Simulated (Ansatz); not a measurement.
**GaPHO+ (singlet): one geometry, many settings**

Aim: run GaPHO+ (singlet) at one geometry under a spread of methods and options, and see what each costs and gives.

Computed with Ansatz 0.2.0, Gaussian basis. Level: the settings change from run to run.

32 further runs of the same task are left out: 3 for a known fault of the program, 14 that didn't finish, 15 set aside as unsound or not needed. Runs told in other sessions of the task aren't counted.

## Step 1: The system

The geometry is a PBE0/def2-TZVP stationary point (not a proven minimum) of the parent state, kept for this charge and spin. No spin-orbit coupling is included. The filled d shell of Ga may be among the frozen orbitals whatever the setting's name suggests.

4 atoms, charge 1, spin multiplicity 1.

Atoms are counted from 1 here; the program's logs count them from 0.

Bond lengths: Ga1–P2 2.199 Å, Ga1–O3 1.965 Å, Ga1–H4 1.546 Å, P2–O3 1.629 Å. Angles: P2–Ga1–O3 45.6°, P2–Ga1–H4 160.4°, O3–Ga1–H4 114.7°, Ga1–P2–O3 59.6°, Ga1–O3–P2 74.8°.

## Step 2: HF/cc-pVDZ

in.yaml reads:

```yaml
crystal:
  periodic: [false, false, false]
  atoms:
    - {symbol: Ga, position_ang: [0.000000, 0.098964, 0.771595]}
    - {symbol: P, position_ang: [0.000000, 0.376024, -1.409922]}
    - {symbol: O, position_ang: [0.000000, -1.121443, -0.768476]}
    - {symbol: H, position_ang: [0.000000, -0.599735, 2.150715]}
basis:
  gaussian: {orbitals: cc-pVDZ}
total_charge: 1
magnetization: {spin_polarized: true, initial_magnetization: 0}
hamiltonian: {xc: hf}
accuracy: high
output: {forces: true, orbitals: {seedname: orbitals}}
```

Launch:

```
$ ansatz run in.yaml --threads 1 --pin off --events-out ev --progress --plain --max-ram 2393MiB
```

Output:

```text
Functional definition: HF
  name "HF"
  cite "Fock, Z. Phys. 61, 126 (1930) doi:10.1007/BF01340294"
  parent pbe
  exchange = exact_x
  correlation = 0
1369 factors; integrals over basis functions are off by at most 4.4e-9 eV
mean field evaluation 1: about -63640.0938 eV, gradient 4.8e1 eV
mean field evaluation 2: about -63640.1055 eV, gradient 4.8e1 eV
mean field evaluation 4: about -63649.7056 eV, gradient 3.3e0 eV
mean field evaluation 8: about -63649.8007 eV, gradient 7.2e-4 eV
mean field evaluation 16: about -63649.8294 eV, gradient 3.8e-1 eV
mean field evaluation 32: about -63649.8423 eV, gradient 6.1e-5 eV
mean field evaluation 64: about -63649.6160 eV, gradient 2.5e0 eV
mean field evaluation 96: about -63649.6532 eV, gradient 1.5e0 eV
mean field evaluation 128: about -63649.7009 eV, gradient 1.0e0 eV
mean field evaluation 160: about -63645.3523 eV, gradient 1.7e1 eV
mean field evaluation 192: about -63649.7783 eV, gradient 6.7e-1 eV
mean field -63649.84233607 eV, -2339.0885624380 hartree, gradient 1.7e-8 eV, S^2 0.342449; 5 other end points of the search recorded, 0 dependent functions left out
the calculation of the forces begins
reference -63649.84233607 eV, -2339.0885624380 hartree; 27, 27 occupied and 37, 37 virtual orbitals, 1369 factors
Total energy: -63649.84233607 eV, -2339.0885624380 hartree
Atom 0 at     0.000000     0.098964     0.771595 Å, force     0.000000    -1.014458     1.896764 eV/Å
Atom 1 at     0.000000     0.376024    -1.409922 Å, force    -0.000000    -2.385568    -0.481312 eV/Å
Atom 2 at     0.000000    -1.121443    -0.768476 Å, force    -0.000000     2.860974    -1.314622 eV/Å
Atom 3 at     0.000000    -0.599735     2.150715 Å, force    -0.000000     0.539052    -0.100830 eV/Å
Dipole moment:     0.000000     0.678642     0.068645 e Å
```

It took 14 s on 1 thread of Arm Neoverse V1, shared host.

From the report: ⟨S²⟩ of the determinant 0.342 (pure singlet: 0.00).

## Step 3: MP2 on RHF/def2-SVP

in.yaml reads:

```yaml
crystal:
  periodic: [false, false, false]
  atoms:
    - {symbol: Ga, position_ang: [0.000000, 0.098964, 0.771595]}
    - {symbol: P, position_ang: [0.000000, 0.376024, -1.409922]}
    - {symbol: O, position_ang: [0.000000, -1.121443, -0.768476]}
    - {symbol: H, position_ang: [0.000000, -0.599735, 2.150715]}
basis:
  gaussian: {orbitals: def2-SVP, fitting: {mean_field: def2-universal-jkfit}}
total_charge: 1
magnetization: {spin_polarized: false}
correlation: {method: mp2, electrons: all}
```

Launched as before.

Output:

```text
Functional definition: HF
  name "HF"
  cite "Fock, Z. Phys. 61, 126 (1930) doi:10.1007/BF01340294"
  parent pbe
  exchange = exact_x
  correlation = 0
489 factors; integrals over basis functions are off by at most 3.6e-1 eV
mean field evaluation 1: about -63629.4900 eV, gradient 6.7e1 eV
mean field evaluation 2: about -63623.7300 eV, gradient 8.6e1 eV
mean field evaluation 4: about -63639.1452 eV, gradient 9.0e-1 eV
mean field evaluation 8: about -63627.0743 eV, gradient 1.5e1 eV
mean field -63639.15043315 eV, -2338.6956422527 hartree, gradient 7.9e-7 eV, S^2 0.000000; 1 other end points of the search recorded, 0 dependent functions left out; unrestricted orbitals would lower it
mean field evaluation 16: about -63639.1862 eV, gradient 2.6e-1 eV
reference -63639.15043315 eV, -2338.6956422527 hartree; 27, 27 occupied and 42, 42 virtual orbitals, 489 factors
second order -14.99856158 eV of doubles, -0.00000000 eV of singles
Total energy: -63654.14899472 eV, -2339.2468292242 hartree
```

Run time: 0.99 s. Hardware: 1 thread of Arm Neoverse V1, shared host.

## Step 4: CCSD(T) on RHF/cc-pVDZ

in.yaml: that of step 3 with these lines changed.

```diff
@@ -8,5 +8,7 @@
 basis:
-  gaussian: {orbitals: def2-SVP, fitting: {mean_field: def2-universal-jkfit}}
+  gaussian: {orbitals: cc-pVDZ, fitting: {mean_field: def2-universal-jkfit}}
 total_charge: 1
 magnetization: {spin_polarized: false}
-correlation: {method: mp2, electrons: all}
+hamiltonian: {pseudopotentials: {relativity: none}}
+correlation: {method: ccsd_t, electrons: all}
+accuracy: high
```

Same command.

Output, cut to the lines that bear on the results:

```text
Functional definition: HF
  name "HF"
  cite "Fock, Z. Phys. 61, 126 (1930) doi:10.1007/BF01340294"
  parent pbe
[...]
489 factors; integrals over basis functions are off by at most 3.6e-1 eV
[...]
mean field -63649.79686368 eV, -2339.0868913582 hartree, gradient 1.6e-8 eV, S^2 0.000000; 1 other end points of the search recorded, 0 dependent functions left out; unrestricted orbitals would lower it
reference -63649.79686368 eV, -2339.0868913582 hartree; 27, 27 occupied and 37, 37 virtual orbitals, 489 factors
second order -10.58570160 eV of doubles, -0.00000000 eV of singles
cycle   1  -10.33470427 eV  change    2.5e-1 eV  update   1.5e-1
[...]
cycle  23  -11.01954766 eV  change   -2.2e-9 eV  update   3.8e-9
perturbative correction -0.51034404 eV, -0.0187547974 hartree
Total energy: -63661.32675537 eV, -2339.5106070627 hartree
```

It took 9.5 s on 1 thread of Arm Neoverse V1, shared host.

From the report: correlation -11.5299 eV; T1 0.014; largest double amplitude 0.11.

## Step 5: BCCD on UHF/cc-pVDZ

in.yaml reads:

```yaml
crystal:
  periodic: [false, false, false]
  atoms:
    - {symbol: Ga, position_ang: [0.000000, 0.098964, 0.771595]}
    - {symbol: P, position_ang: [0.000000, 0.376024, -1.409922]}
    - {symbol: O, position_ang: [0.000000, -1.121443, -0.768476]}
    - {symbol: H, position_ang: [0.000000, -0.599735, 2.150715]}
basis:
  gaussian: {orbitals: cc-pVDZ}
total_charge: 1
magnetization: {spin_polarized: true, initial_magnetization: 0}
correlation: {method: bccd, electrons: outside_noble_gas, diis_vectors: 1}
scf: {omitted_lower_state_checks: [cluster_reference]}
```

The command is unchanged.

Output, cut to the lines that bear on the results:

```text
Functional definition: HF
  name "HF"
  cite "Fock, Z. Phys. 61, 126 (1930) doi:10.1007/BF01340294"
  parent pbe
[...]
685 factors; integrals over basis functions are off by at most 7.9e-4 eV
[...]
mean field -63649.84197044 eV, -2339.0885490012 hartree, gradient 2.1e-6 eV, S^2 0.342419; 15 other end points of the search recorded, 0 dependent functions left out
20 core orbitals not correlated, not the lowest: weight in the atoms' cores, before any rotation towards them, 0.879 or more for the frozen orbitals, at most 0.142 for the correlated occupied ones
reference -63649.84197044 eV, -2339.0885490012 hartree; 7, 7 occupied and 37, 37 virtual orbitals, 685 factors
second order -9.33665872 eV of doubles, -0.00000000 eV of singles
cycle   1  -9.19558437 eV  change    1.4e-1 eV  update   1.4e-1
[...]
cycle 121  -9.94063153 eV  change    1.9e-6 eV  update   5.5e-6
WARN: the results are in doubt because among natural orbitals full CI differs from the method by -0.086 eV
Total energy: -63659.78260197 eV, -2339.4538604718 hartree
In doubt: among natural orbitals full CI differs from the method by -0.086 eV
Checks for a lower state left out: cluster_reference
```

It took 26 s on 1 thread of Arm Neoverse V1, shared host.

From the report: ⟨S²⟩ of the determinant 0.342 (pure singlet: 0.00); correlation -9.9406 eV; largest double amplitude 0.11. The program marks this result as in doubt; its last lines say why.

## Step 6: MP2 on RHF/6-31G

in.yaml reads:

```yaml
crystal:
  periodic: [false, false, false]
  atoms:
    - {symbol: Ga, position_ang: [0.000000, 0.098964, 0.771595]}
    - {symbol: P, position_ang: [0.000000, 0.376024, -1.409922]}
    - {symbol: O, position_ang: [0.000000, -1.121443, -0.768476]}
    - {symbol: H, position_ang: [0.000000, -0.599735, 2.150715]}
basis:
  gaussian: {orbitals: 6-31G}
total_charge: 1
magnetization: {spin_polarized: false}
correlation: {method: mp2, electrons: valence}
```

The command is unchanged.

Output:

```text
Functional definition: HF
  name "HF"
  cite "Fock, Z. Phys. 61, 126 (1930) doi:10.1007/BF01340294"
  parent pbe
  exchange = exact_x
  correlation = 0
499 factors; integrals over basis functions are off by at most 6.3e-4 eV
mean field evaluation 1: about -63628.6841 eV, gradient 6.7e1 eV
mean field evaluation 2: about -63628.7914 eV, gradient 6.7e1 eV
mean field evaluation 4: about -63638.5511 eV, gradient 4.5e0 eV
mean field evaluation 8: about -63638.6504 eV, gradient 3.7e-1 eV
mean field evaluation 16: about -63638.6512 eV, gradient 2.3e-6 eV
mean field -63638.65119286 eV, -2338.6772955106 hartree, gradient 2.3e-6 eV, S^2 0.000000; 1 other end points of the search recorded, 0 dependent functions left out; unrestricted orbitals would lower it
15 core orbitals not correlated: weight in the atoms' cores, before any rotation towards them, 1.000 or more for the frozen orbitals, at most 0.000 for the correlated occupied ones
reference -63638.65119286 eV, -2338.6772955106 hartree; 12, 12 occupied and 26, 26 virtual orbitals, 499 factors
second order -11.20096906 eV of doubles, -0.00000000 eV of singles
Total energy: -63649.85216192 eV, -2339.0889235314 hartree
```

Run time: 0.94 s. Hardware: 1 thread of Arm Neoverse V1, shared host.

## Step 7: CCSD(T) on UHF/cc-pVDZ

in.yaml: that of step 6 with these lines changed.

```diff
@@ -8,5 +8,7 @@
 basis:
-  gaussian: {orbitals: 6-31G}
+  gaussian: {orbitals: cc-pVDZ, point_charges: [{charge: -1.00, position_ang: [3.180, 0.621, 0.393]}]}
 total_charge: 1
-magnetization: {spin_polarized: false}
-correlation: {method: mp2, electrons: valence}
+magnetization: {spin_polarized: true, initial_magnetization: 0}
+correlation: {method: ccsd_t, electrons: valence}
+accuracy: high
+scf: {lower_state_search: full}
```

Same command.

Output, cut to the lines that bear on the results:

```text
Functional definition: HF
  name "HF"
  cite "Fock, Z. Phys. 61, 126 (1930) doi:10.1007/BF01340294"
  parent pbe
[...]
1369 factors; integrals over basis functions are off by at most 4.4e-9 eV
[...]
mean field -63654.61731341 eV, -2339.2640396187 hartree, gradient 3.9e-8 eV, S^2 0.247143; 11 other end points of the search recorded, 0 dependent functions left out
determinant -63654.61731341 eV, -2339.2640396187 hartree, with singles and doubles -63665.01521606 eV, -2339.6461554929 hartree
determinant -63653.98435491 eV, -2339.2407788228 hartree, with singles and doubles -63663.74747991 eV, -2339.5995670489 hartree
determinant -63654.59646444 eV, -2339.2632734331 hartree, with singles and doubles -63665.07720739 eV, -2339.6484336323 hartree
15 core orbitals not correlated: weight in the atoms' cores, before any rotation towards them, 1.000 or more for the frozen orbitals, at most 0.000 for the correlated occupied ones
reference -63654.61731341 eV, -2339.2640396187 hartree; 12, 12 occupied and 37, 37 virtual orbitals, 1369 factors
second order -9.81910337 eV of doubles, -0.00000000 eV of singles
cycle   1  -10.40380502 eV  change   -5.9e-3 eV  update   1.3e-2
[...]
cycle  31  -10.45256915 eV  change    1.4e-9 eV  update  6.3e-10
perturbative correction -0.47567349 eV, -0.0174806783 hartree
Total energy: -63665.54555606 eV, -2339.6656451283 hartree
```

It took 43 s on 1 thread of Arm Neoverse V1, shared host; peak memory 0.35 GiB.

From the report: ⟨S²⟩ of the determinant 0.247 (pure singlet: 0.00); correlation -10.9282 eV; T1 0.050; largest double amplitude 0.07.

## Step 8: BCCD on RHF/cc-pVDZ

in.yaml reads:

```yaml
crystal:
  periodic: [false, false, false]
  atoms:
    - {symbol: Ga, position_ang: [0.000000, 0.098964, 0.771595]}
    - {symbol: P, position_ang: [0.000000, 0.376024, -1.409922]}
    - {symbol: O, position_ang: [0.000000, -1.121443, -0.768476]}
    - {symbol: H, position_ang: [0.000000, -0.599735, 2.150715]}
basis:
  gaussian: {orbitals: cc-pVDZ, point_charges: [{charge: -0.50, position_ang: [3.262, -0.954, 0.011]}]}
total_charge: 1
magnetization: {spin_polarized: false}
correlation: {method: bccd, electrons: outside_noble_gas}
```

The command is unchanged.

Output, cut to the lines that bear on the results:

```text
Functional definition: HF
  name "HF"
  cite "Fock, Z. Phys. 61, 126 (1930) doi:10.1007/BF01340294"
  parent pbe
[...]
685 factors; integrals over basis functions are off by at most 8.7e-4 eV
[...]
mean field -63651.85647534 eV, -2339.1625806908 hartree, gradient 1.7e-6 eV, S^2 0.000000; 1 other end points of the search recorded, 0 dependent functions left out; unrestricted orbitals would lower it
[...]
20 core orbitals not correlated, not the lowest: weight in the atoms' cores, before any rotation towards them, 0.892 or more for the frozen orbitals, at most 0.131 for the correlated occupied ones
reference -63651.85647534 eV, -2339.1625806908 hartree; 7, 7 occupied and 37, 37 virtual orbitals, 685 factors
second order -9.58542057 eV of doubles, -0.00000000 eV of singles
cycle   1  -9.36032599 eV  change    2.3e-1 eV  update   1.4e-1
[...]
cycle  13  -9.99393392 eV  change   -4.0e-6 eV  update   5.6e-6
Total energy: -63661.85040926 eV, -2339.5298509884 hartree
```

It took 2.2 s on 1 thread of Arm Neoverse V1, shared host.

From the report: correlation -9.9939 eV; largest double amplitude 0.11.

## Step 9: CCSDT on UHF/STO-3G

in.yaml reads:

```yaml
crystal:
  periodic: [false, false, false]
  atoms:
    - {symbol: Ga, position_ang: [0.000000, 0.098964, 0.771595]}
    - {symbol: P, position_ang: [0.000000, 0.376024, -1.409922]}
    - {symbol: O, position_ang: [0.000000, -1.121443, -0.768476]}
    - {symbol: H, position_ang: [0.000000, -0.599735, 2.150715]}
basis:
  gaussian: {orbitals: STO-3G}
total_charge: 1
magnetization: {spin_polarized: true, initial_magnetization: 0}
correlation: {method: ccsdt, electrons: outside_noble_gas}
scf: {omitted_lower_state_checks: [cluster_reference]}
```

Same command.

Output, cut to the lines that bear on the results:

```text
Functional definition: HF
  name "HF"
  cite "Fock, Z. Phys. 61, 126 (1930) doi:10.1007/BF01340294"
  parent pbe
[...]
515 factors; integrals over basis functions are off by at most 4.5e-8 eV
[...]
mean field -62915.06600683 eV, -2312.0860303875 hartree, gradient 1.2e-6 eV, S^2 1.585120; 19 other end points of the search recorded, 0 dependent functions left out
20 core orbitals not correlated, not the lowest: weight in the atoms' cores, before any rotation towards them, 0.022 or more for the frozen orbitals, at most 0.016 for the correlated occupied ones
reference -62915.06600683 eV, -2312.0860303875 hartree; 7, 7 occupied and 6, 6 virtual orbitals, 515 factors
second order -2.27955958 eV of doubles, -0.00000000 eV of singles
cycle   1  -2.69162772 eV  change   -4.1e-1 eV  update   1.2e-1
[...]
cycle  30  -4.03903245 eV  change   -1.0e-6 eV  update   1.4e-6
WARN: the results are in doubt because among natural orbitals the method converges to other amplitudes
Total energy: -62919.10503927 eV, -2312.2344620922 hartree
In doubt: among natural orbitals the method converges to other amplitudes
Checks for a lower state left out: cluster_reference
```

It took 7.5 s on 1 thread of Arm Neoverse V1, shared host.

From the report: ⟨S²⟩ of the determinant 1.585 (pure singlet: 0.00); correlation -4.0390 eV; T1 0.096; largest double amplitude 0.21. The determinant of CCSDT (⟨S²⟩ 1.59) is far from a pure spin state, so its energy mixes those of several spin states; high orders of coupled cluster remove much of that, low ones don't. The program marks this result as in doubt; its last lines say why.

## Step 10: BCCD(T) on RHF/cc-pVDZ

in.yaml reads:

```yaml
crystal:
  periodic: [false, false, false]
  atoms:
    - {symbol: Ga, position_ang: [0.000000, 0.098964, 0.771595]}
    - {symbol: P, position_ang: [0.000000, 0.376024, -1.409922]}
    - {symbol: O, position_ang: [0.000000, -1.121443, -0.768476]}
    - {symbol: H, position_ang: [0.000000, -0.599735, 2.150715]}
basis:
  gaussian: {orbitals: cc-pVDZ}
total_charge: 1
magnetization: {spin_polarized: false}
correlation: {method: bccd_t, electrons: valence}
```

Same command.

Output, cut to the lines that bear on the results:

```text
Functional definition: HF
  name "HF"
  cite "Fock, Z. Phys. 61, 126 (1930) doi:10.1007/BF01340294"
  parent pbe
[...]
685 factors; integrals over basis functions are off by at most 7.9e-4 eV
[...]
mean field -63649.80036873 eV, -2339.0870201666 hartree, gradient 2.3e-6 eV, S^2 0.000000; 1 other end points of the search recorded, 0 dependent functions left out; unrestricted orbitals would lower it
15 core orbitals not correlated: weight in the atoms' cores, before any rotation towards them, 1.000 or more for the frozen orbitals, at most 0.000 for the correlated occupied ones
reference -63649.80036873 eV, -2339.0870201666 hartree; 12, 12 occupied and 37, 37 virtual orbitals, 685 factors
second order -10.08882459 eV of doubles, -0.00000000 eV of singles
cycle   1  -9.85493132 eV  change    2.3e-1 eV  update   1.5e-1
[...]
cycle  12  -10.51080451 eV  change   -2.7e-5 eV  update   1.1e-5
perturbative correction -0.55028274 eV, -0.0202225178 hartree
Total energy: -63660.86145598 eV, -2339.4935076257 hartree
```

It took 3 s on 1 thread of Arm Neoverse V1, shared host.

From the report: correlation -11.0611 eV; largest double amplitude 0.11.

## Step 11: All runs side by side

 † marks a result that the program doubts.

```tsv
level	correlated	functions	energy (eV)	time
HF/cc-pVDZ		64	-63649.8423	14 s
MP2 on RHF/def2-SVP	all	69	-63654.1490	0.99 s
CCSD(T) on RHF/cc-pVDZ	all	64	-63661.3268	9.5 s
BCCD on UHF/cc-pVDZ †	outside noble gas	64	-63659.7826	26 s
MP2 on RHF/6-31G	valence	53	-63649.8522	0.94 s
CCSD(T) on UHF/cc-pVDZ (beside a point charge)	valence	64	-63665.5456	43 s
BCCD on RHF/cc-pVDZ (beside a point charge)	outside noble gas	64	-63661.8504	2.2 s
CCSDT on UHF/STO-3G †	outside noble gas	33	-62919.1050	7.5 s
BCCD(T) on RHF/cc-pVDZ	valence	64	-63660.8615	3 s
```

## Step 12: Outcome

```
quantity                                                 value
    runs                                                     9
quickest                              MP2 on RHF/6-31G, 0.94 s
 slowest  CCSD(T) on UHF/cc-pVDZ (beside a point charge), 43 s
```

What this shows: Total energies in different bases, with other cores or another treatment of relativity can't be set against each other. «valence» and «outside noble gas» are the program's key words; the logs give how many orbitals each freezes, and for Ga to Kr the 3d shell needn't follow the word's plain sense. CCSD(T) on UHF/cc-pVDZ (beside a point charge) took 46 times as long as MP2 on RHF/6-31G; the jobs differ in more than the method.
